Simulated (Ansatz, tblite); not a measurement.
# C₆H₁₁IN₂: one state, many levels

The task here is to estimate one member of a computed series from the others.

Program: Ansatz 0.2.0, Gaussian basis. Level of theory: as each input shows. These are calculated values, not measurements.

Plan: GFN1-xTB, GFN2-xTB, PBE-D4/def2-TZVP, r2SCAN-D4/def2-TZVP, ωB97X-V/def2-TZVP, CAM-B3LYP-D4/def2-TZVP, PBE-D4/def2-SVP, PBE0-D4/def2-SVP, MP2/def2-TZVP, RPA/def2-TZVP.

### The relaxed structure

The geometry is that of the singlet, from an earlier relaxation (PBE-D4/def2-SVP).

SMILES `CCn1cc[n+](C)c1.[I-]`, 20 atoms, charge 0, spin multiplicity 1.

Bond lengths: C1–C2 1.526 Å, C1–H9 1.108 Å, C1–H10 1.109 Å, C1–H11 1.110 Å, C2–N3 1.466 Å, C2–H12 1.107 Å, C2–H13 1.111 Å, N3–C4 1.388 Å, N3–C8 1.359 Å, C4–C5 1.371 Å, C4–H14 1.093 Å, C5–N6 1.388 Å, C5–H15 1.094 Å, N6–C7 1.452 Å, N6–C8 1.361 Å, C7–H16 1.104 Å, C7–H17 1.107 Å, C7–H18 1.116 Å and more. Angles: C2–C1–H9 109.6°, C2–C1–H10 111.6°, C2–C1–H11 109.7°, H9–C1–H10 107.8°, H9–C1–H11 109.1°, H10–C1–H11 109.0°, C1–C2–N3 112.6°, C1–C2–H12 110.3°, C1–C2–H13 111.9°, N3–C2–H12 106.4°, N3–C2–H13 108.0°, H12–C2–H13 107.4°, C2–N3–C4 125.9°, C2–N3–C8 124.4°, C4–N3–C8 108.5°, N3–C4–C5 107.2°, N3–C4–H14 122.2°, C5–C4–H14 130.6° and more.

I takes a core potential in the def2 sets. No spin-orbit coupling is included.

PBE0-D4/def2-TZVP was run before; its log isn't repeated, and its numbers join the tables.

The first run:

Tight binding, by tblite at 300 K electronic temperature and without a spin-polarisation term:

```python
tblite.interface.Calculator('GFN1-xTB', numbers, positions, charge=0, uhf=0).singlepoint()
```

Tight binding, by tblite at 300 K electronic temperature and without a spin-polarisation term:

```python
tblite.interface.Calculator('GFN2-xTB', numbers, positions, charge=0, uhf=0).singlepoint()
```

start.molden holds the orbitals of an earlier run on this state, given as this run's starting guess.

in.yaml reads:

```yaml
crystal:
  periodic: [false, false, false]
  atoms:
    - {symbol: C, position_ang: [2.733772, 0.191085, 0.429324]}
    - {symbol: C, position_ang: [1.889716, -0.173574, -0.788706]}
    - {symbol: N, position_ang: [0.494480, -0.458126, -0.441167]}
    - {symbol: C, position_ang: [0.055047, -1.468200, 0.403956]}
    - {symbol: C, position_ang: [-1.291829, -1.287902, 0.586408]}
    - {symbol: N, position_ang: [-1.667100, -0.176785, -0.155874]}
    - {symbol: C, position_ang: [-2.933832, 0.527621, -0.073886]}
    - {symbol: C, position_ang: [-0.545797, 0.380037, -0.689956]}
    - {symbol: H, position_ang: [3.761476, 0.447913, 0.104843]}
    - {symbol: H, position_ang: [2.804232, -0.653306, 1.144261]}
    - {symbol: H, position_ang: [2.286965, 1.065592, 0.946687]}
    - {symbol: H, position_ang: [1.866605, 0.669059, -1.506597]}
    - {symbol: H, position_ang: [2.295885, -1.056903, -1.325724]}
    - {symbol: H, position_ang: [0.729936, -2.233485, 0.796388]}
    - {symbol: H, position_ang: [-2.015621, -1.861626, 1.171865]}
    - {symbol: H, position_ang: [-3.677187, -0.116329, 0.428694]}
    - {symbol: H, position_ang: [-3.300187, 0.784176, -1.086492]}
    - {symbol: H, position_ang: [-2.761528, 1.466060, 0.505148]}
    - {symbol: H, position_ang: [-0.540057, 1.172613, -1.440977]}
    - {symbol: I, position_ang: [-0.184985, 2.782078, 0.991794]}
basis:
  gaussian: {orbitals: def2-TZVP, initial_orbitals: start.molden}
hamiltonian: {xc: pbe, dispersion: d4}
scf: {omitted_lower_state_checks: [starts]}
output: {forces: true, orbitals: {seedname: orbitals}}
```

Command:

```console
$ ansatz run in.yaml --threads 4 --pin off --events-out ev --progress --plain --max-ram 6963MiB
```

Among the steps run: PBE-D4/def2-TZVP; r2SCAN-D4/def2-TZVP; ωB97X-V/def2-TZVP; CAM-B3LYP-D4/def2-TZVP; PBE-D4/def2-SVP; PBE0-D4/def2-SVP; MP2/def2-TZVP; RPA/def2-TZVP.

One table of the session follows, with a row left open; its other results are not shown here.

It belongs to the step «Binding energy». 

| level | binding an atom (eV) |
| --- | --- |
| HF/def2-TZVP | 2.949 |
| PBE-D4/def2-SVP | 4.360 |
| PBE-D4/def2-TZVP | 4.305 |
| r2SCAN-D4/def2-TZVP | 4.171 |
| PBE0-D4/def2-SVP | 4.270 |
| PBE0-D4/def2-TZVP | 4.212 |
| CAM-B3LYP-D4/def2-TZVP | 4.182 |
| ωB97X-V/def2-TZVP | ? |
| MP2/def2-TZVP | 4.086 |

**Question.** Estimate the row for ωB97X-V/def2-TZVP.

As computed: binding an atom (eV): 4.168. In the column «binding an atom (eV)» it lies between MP2/def2-TZVP (4.086) and r2SCAN-D4/def2-TZVP (4.171).

Caveats from the session: Free atoms were run apart at each level; binding is atoms less cluster, divided by the number of atoms, without zero-point or spin-orbit terms.
